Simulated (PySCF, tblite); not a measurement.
# C6H14SeSi: geometry, infrared bands and NMR shifts

Aim: predict the infrared bands and NMR shifts of C6H14SeSi (`C=CC[Se][Si](C)(C)C`).

The runs use tblite 0.8.0 and PySCF 2.14.0, with density-fitted response routines of our own; the level of theory stands in each step. All values are computed, except where a source is named. Atoms count from 0, in the outputs and in this text.

### Step 1. The molecule as given

22 atoms, charge 0, multiplicity 1; geometry from: force field or distance geometry start.

Bonds of the start (Å): C0–C1 1.33, C1–C2 1.50, C2–Se3 1.95, Se3–Si4 2.26, Si4–C5 1.87, Si4–C6 1.85, Si4–C7 1.89, C0–H8 1.08, C0–H9 1.09, C1–H10 1.09, C2–H11 1.11, C2–H12 1.12, C5–H13 1.12, C5–H14 1.12, C5–H15 1.10, C6–H16 1.10, C6–H17 1.11, C6–H18 1.12, C7–H19 1.11, C7–H20 1.10, C7–H21 1.11.

### Step 2. Optimising the geometry with GFN2-xTB

The job: settings as JSON, then the geometry in Å.

```
{"job": {"kind": "relax", "xc": "GFN2-xTB", "basis": "xTB"}, "charge": 0, "multiplicity": 1}
C      3.107400     1.135600     0.079900
C      2.807100     0.072400    -0.663200
C      2.197700    -1.168700    -0.091100
Se     0.486000    -1.566400    -0.931400
Si    -1.233200    -0.358700    -0.103100
C     -2.863600    -0.742300    -0.931800
C     -1.445800    -0.498000     1.730800
C     -0.861400     1.462600    -0.453300
H      3.557100     1.992700    -0.401100
H      2.872400     1.136600     1.148700
H      3.025000     0.043700    -1.734400
H      2.857300    -2.056800    -0.189400
H      2.014400    -0.981400     0.997300
H     -3.386600    -1.566800    -0.390500
H     -3.494000     0.175100    -0.837100
H     -2.762100    -0.972900    -1.999500
H     -0.533900    -0.291300     2.301000
H     -2.211600     0.239800     2.037100
H     -1.866600    -1.488600     2.034500
H      0.170200     1.548500    -0.865000
H     -0.903700     2.026700     0.490500
H     -1.542300     1.877400    -1.229600
```

Run with:

```
OMP_NUM_THREADS=1 python probes_run.py task.json out
```

This one command runs all jobs of the session in turn.

**Question.** This job is followed by: GFN2-xTB harmonic vibrations, gas phase; GIAO PBE0/pcSseg-1 NMR shielding, non-relativistic, gas phase. What will the session give for the following? strongest single infrared mode (GFN2-xTB); zero-point energy (GFN2-xTB); ¹³C shifts against TMS (PBE0/pcSseg-1, means over atoms taken as alike); ¹H shifts against TMS (PBE0/pcSseg-1, means over atoms taken as alike); ⁷⁷Se shifts against Me2Se (PBE0/pcSseg-1); ²⁹Si shifts against TMS (PBE0/pcSseg-1); surface potential, 1st and 99th percentile.

The runs gave:

| quantity | value |
| --- | --- |
| strongest single infrared mode (GFN2-xTB) | 854 cm⁻¹, 324 km/mol |
| zero-point energy (GFN2-xTB) | 112.9 kcal/mol |
| ¹³C shifts against TMS (PBE0/pcSseg-1, means over atoms taken as alike) | 149.9, 119.5, 35.0, 3.1 ppm |
| ¹H shifts against TMS (PBE0/pcSseg-1, means over atoms taken as alike) | 6.29, 5.30, 5.13, 3.21, 0.39 ppm |
| ⁷⁷Se shifts against Me2Se (PBE0/pcSseg-1) | -37 ppm |
| ²⁹Si shifts against TMS (PBE0/pcSseg-1) | 26.9 ppm |
| surface potential, 1st and 99th percentile | -1.03 V and 0.84 V |

What this shows: The optimisation took 167 steps and gained 0.533 eV; among the close pairs (by a distance rule), Se3–Si4 changed most, from 2.258 to 2.332 Å. All 60 modes are real, so the xTB geometry is a minimum. GFN2-xTB is a fitted tight-binding method: band positions and strengths are rough. Its intensities can rank the bands wrongly. C1 (alkene CH) lies farthest downfield among carbon, at 149.9 ppm; an sp2 carbon of a C=C bond. H10 (hydrogen on an alkene CH) lies farthest downfield among hydrogen, at 6.29 ppm; olefinic region. At PBE0/pcSseg-1: The largest span, 720 ppm, is at Se3, where the paramagnetic term is -1209 ppm. Spin-orbit coupling is left out, which matters for shieldings and couplings at and beside the heavy atoms.
